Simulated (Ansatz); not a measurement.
**FH₅O₂SiSn: basis-set convergence**

Aim: see how fast density functionals converge with the basis set for FH₅O₂SiSn.

The runs use Ansatz 0.2.0, Gaussian basis; one geometry, several basis sets.

The runs, in order: PBE0-D4/def2-SVP; ωB97M-V/def2-SVP; PBE0-D4/def2-QZVPP; ωB97M-V/def2-QZVPP; the functionals' def2-TZVPP values are taken from earlier runs.

**1. Structure used throughout**

The geometry comes from an earlier relaxation with PBE0-D4 in a triple-zeta def2 set; it is a stationary point, not always the lowest conformer. Sn takes the def2 core potential; no spin-orbit term is included.

SMILES `[OH][SnH]([F])[O][SiH3]`, 10 atoms, charge 0, spin multiplicity 1.

Atoms are counted from 1 here; the program's logs count them from 0.

Bond lengths: O1–Sn2 1.937 Å, O1–H6 0.961 Å, Sn2–F3 1.912 Å, Sn2–O4 1.933 Å, Sn2–H7 1.682 Å, O4–Si5 1.640 Å, Si5–H8 1.492 Å, Si5–H9 1.485 Å, Si5–H10 1.485 Å. Angles: Sn2–O1–H6 113.4°, O1–Sn2–F3 105.7°, O1–Sn2–O4 109.8°, O1–Sn2–H7 113.0°, F3–Sn2–O4 103.8°, F3–Sn2–H7 112.3°, O4–Sn2–H7 111.8°, Sn2–O4–Si5 134.9°, O4–Si5–H8 110.5°, O4–Si5–H9 109.1°, O4–Si5–H10 110.3°, H8–Si5–H9 108.8°, H8–Si5–H10 108.7°, H9–Si5–H10 109.3°.

**2. PBE0-D4 in def2-SVP**

Contents of in.yaml:

```yaml
crystal:
  periodic: [false, false, false]
  atoms:
    - {symbol: O, position_ang: [-1.192673, -1.601804, 1.324394]}
    - {symbol: Sn, position_ang: [0.593536, -1.297469, 0.639987]}
    - {symbol: F, position_ang: [0.639177, -2.139179, -1.076191]}
    - {symbol: O, position_ang: [0.830823, 0.578508, 0.239030]}
    - {symbol: Si, position_ang: [0.015739, 1.682545, -0.658133]}
    - {symbol: H, position_ang: [-1.880995, -1.480614, 0.664435]}
    - {symbol: H, position_ang: [1.796166, -1.872783, 1.664769]}
    - {symbol: H, position_ang: [-1.327128, 1.157322, -1.039976]}
    - {symbol: H, position_ang: [-0.163172, 2.921522, 0.140822]}
    - {symbol: H, position_ang: [0.771730, 2.000753, -1.896137]}
basis:
  gaussian: {orbitals: def2-SVP}
hamiltonian: {xc: pbe0, dispersion: d4}
output: {orbitals: {seedname: orbitals}}
```

Run with:

```
> ansatz run in.yaml --threads 4 --pin off --events-out ev --progress --plain --max-ram 10444MiB
```

The runs that follow: ωB97M-V in def2-SVP; PBE0-D4 in def2-QZVPP; ωB97M-V in def2-QZVPP.

**Question.** What will the summary of the whole plan be? Wanted: PBE0-D4: double and triple zeta above quadruple; ωB97M-V: double and triple zeta above quadruple.

As calculated:

```
                                       quantity           value
PBE0-D4: double and triple zeta above quadruple  12.99, 0.78 eV
ωB97M-V: double and triple zeta above quadruple  13.17, 0.73 eV
```

**Reading.** For PBE0-D4 the step from double to triple zeta gains 12.21 eV and the next only 0.78 eV. These are total energies; as a rule much of such shifts cancels in differences, which this series doesn't test. The LUMO of ωB97M-V is positive and keeps falling with the basis (0.86 to 0.33 eV): an unbound level that the basis holds in place.
